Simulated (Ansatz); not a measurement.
Predict the output of the script below (Ansatz 0.2.0, Python API).

Contents of `ca3sbp.xyz`:
```text
5
Lattice="5.38244377 0.0 0.0 0.0 5.38244377 0.0 0.0 0.0 5.38244377" Properties=species:S:1:pos:R:3 pbc="T T T"
Ca    0.00000000    2.69122189    2.69122189
Ca    2.69122189    0.00000000    2.69122189
Ca    2.69122189    2.69122189    0.00000000
Sb    0.00000000    0.00000000    0.00000000
P     2.69122189    2.69122189    2.69122189
```

Script `run_restart.py`:
```python
"""A run of Ca3SbP that can be started again."""

import ansatz


def main() -> None:
    ca3sbp = ansatz.Crystal.from_extxyz("ca3sbp.xyz")

    calc = (
        ca3sbp.calculation()
        .kpoints(3, center="gamma")
        .occupations("fixed")
        .functional("pbesol", dispersion="d3bj")
        .forces()
        .checkpoint(write="ca3sbp.run")
    )
    with ansatz.exiting_at_sigterm():
        outcome = calc.run(threads=1, pin="off", resume=True)
    print("returned:", type(outcome).__name__)
    print(f"F = {outcome.report['free_energy_ev']:.5f} eV, {outcome.report['n_iterations']} iterations")


if __name__ == "__main__":
    main()
```

Output of `python run_restart.py`:
```text
DeckWarning: basis.ecutwfc = 420 eV, auto-derived from the records' recommended cutoffs: set by Ca (normal level)
returned: RunOutcome
F = -12535.79234 eV, 6 iterations
```
(Warnings from the package without file and line.)

Running `python run_restart.py` prints:
```text
DeckWarning: basis.ecutwfc = 420 eV, auto-derived from the records' recommended cutoffs: set by Ca (normal level)
returned: CompletedStep
F = -12535.79234 eV, 6 iterations
```
(Warnings from the package without file and line.)

Absolute energies stand on the zero of these potentials, so only differences at equal settings mean something. A total without «per atom» is that of the cell as typed. This cell is a computed structure, which may not be the phase found in nature. Finished in 2.3 s on 1 thread of Intel(R) Xeon(R) Platinum 8488C (Sapphire Rapids) (shared host), peak memory 0.43 GiB.

(Lines on the test bed's own set-up are left out of the output.)
